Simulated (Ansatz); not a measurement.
I need a ladder of methods at one geometry of CH8AsB, SMILES C[BH2-][AsH3+]. Use Ansatz 0.2.0 through its Python package. Use (for the species named): BLYP, def2-SVP basis, multiplicity 1. The script varies functional: blyp, b3lyp, pbe0, hf, lc_wpbe.

```xyz
11

C    -1.2739    0.6659    0.0417
B    -0.3365   -0.6054    0.2882
As    1.5862   -0.1778   -0.2830
H    -2.3120    0.4271    0.3530
H    -0.9042    1.5268    0.6367
H    -1.2691    0.9335   -1.0354
H    -0.3475   -0.8925    1.4447
H    -0.7388   -1.5288   -0.3486
H     1.3805    0.1556   -1.7969
H     1.9162    1.0265    0.6581
H     2.2992   -1.5309    0.0414
```

`run_methods.py`
```python
"""CH8AsB at several levels of theory."""

from pathlib import Path

import ansatz as az
from ase import Atoms
import numpy as np


def main() -> None:
    atoms = Atoms(["C", "B", "As", "H", "H", "H", "H", "H", "H", "H", "H"], positions=[
        (-1.2739, 0.6659, 0.0417),
        (-0.3365, -0.6054, 0.2882),
        (1.5862, -0.1778, -0.283),
        (-2.312, 0.4271, 0.353),
        (-0.9042, 1.5268, 0.6367),
        (-1.2691, 0.9335, -1.0354),
        (-0.3475, -0.8925, 1.4447),
        (-0.7388, -1.5288, -0.3486),
        (1.3805, 0.1556, -1.7969),
        (1.9162, 1.0265, 0.6581),
        (2.2992, -1.5309, 0.0414),
    ])
    geometry = az.Crystal.molecule_from_ase(atoms)

    calculation = geometry.calculation().basis(gaussian="def2-SVP")

    print("functional    E (Ha)        dipole (D)   HOMO (eV)  LUMO (eV)")
    for name in ["blyp", "b3lyp", "pbe0", "hf", "lc_wpbe"]:
        summary = calculation.functional(name).forces().orbitals().run(threads=1, runs_dir="runs").report
        lines = Path(summary["orbitals_path"]).read_text().splitlines()
        field_of = lambda key: [line.split("=")[1].strip() for line in lines if line.startswith(key)]
        orbitals = [(27.211386 * float(e), s, float(n)) for e, s, n in zip(field_of("Ene="), field_of("Spin="), field_of("Occup="))]
        homo = max(e for e, _, n in orbitals if n > 0.5)
        lumo = min(e for e, _, n in orbitals if n < 0.5)
        dipole = 4.803205 * np.linalg.norm(summary["charge_distribution"]["dipole_moment_e_ang"])
        print(f"{name:10s} {summary['free_energy_ev'] / 27.211386246:14.6f} {dipole:9.3f} {homo:11.3f} {lumo:10.3f}")


if __name__ == "__main__":
    main()
```

```console
$ python run_methods.py
functional    E (Ha)        dipole (D)   HOMO (eV)  LUMO (eV)
blyp         -2303.221063     4.786      -5.887     -2.580
b3lyp        -2303.294665     4.948      -7.118     -1.998
pbe0         -2302.882315     4.956      -7.322     -1.682
hf           -2300.996708     5.406     -10.438      1.756
lc_wpbe      -2302.908513     5.174     -10.088      0.641
```

Notes:
- Total energies depend on the basis set; only differences at equal settings carry meaning.
- The geometry is a force-field or estimated start, not a minimum of this method, and the basis set is short of its limit. A lower total doesn't mark the better method: functionals have no common bound, and MP2 and coupled cluster aren't variational.
- b3lyp holds the VWN-RPA fit, as in Gaussian; the form of ORCA and Turbomole is b3lyp5.
- Levels such as HOMO and LUMO are orbital energies: with these approximate functionals they aren't the ionisation energy and electron affinity, and their gap isn't the fundamental gap.
- Wall time of the script: 15 s on 1 thread of Arm Neoverse V2, with other jobs on the host, peak memory 0.27 GiB.

(Lines on the test bed's own set-up are left out of the output.)
